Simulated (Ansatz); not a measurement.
# SW: the cost of one run

Method: def2-TZVPP, core rule «outside noble gas», up to 9 orbitals frozen; program: Ansatz 0.2.0, Gaussian basis.

To be run: UHF; CCSD(T) on ROHF; CCSD(T) on UHF; CCSDT(Q) on ROHF; CCSDT(Q) on UHF; CASSCF and MRCISD+Q, 11 electrons in 10 orbitals; CASSCF and NEVPT2, 11 electrons in 10 orbitals.

10 further runs of the same task are left out: 10 set aside as unsound or not needed.

## 1. The geometry

The geometry is a PBE0/def2-TZVP stationary point (not a proven minimum) of the parent state, kept for this charge and spin. No spin-orbit coupling is included. Elements past krypton take def2 core potentials.

2 atoms, charge 1, spin multiplicity 4.

Atoms are counted from 1 here; the program's logs count them from 0.

Bond lengths: W1–S2 2.035 Å.

## 2. UHF

in.yaml reads:

```yaml
crystal:
  periodic: [false, false, false]
  atoms:
    - {symbol: W, position_ang: [0.000000, 0.000000, 0.000000]}
    - {symbol: S, position_ang: [0.000000, 0.000000, 2.034800]}
basis:
  gaussian: {orbitals: def2-TZVPP}
total_charge: 1
magnetization: {spin_polarized: true, initial_magnetization: 3}
hamiltonian: {xc: hf}
output: {orbitals: {seedname: orbitals}}
```

Started as:

```console
> ansatz run in.yaml --threads 1 --pin off --events-out ev --progress --plain --max-ram 4096MiB --backend cpu
```

**Question.** How long does this run take on 1 thread of AMD EPYC 7R13, shared host, and how much memory does it need?

About 17 s, with a peak of 0.25 GiB.
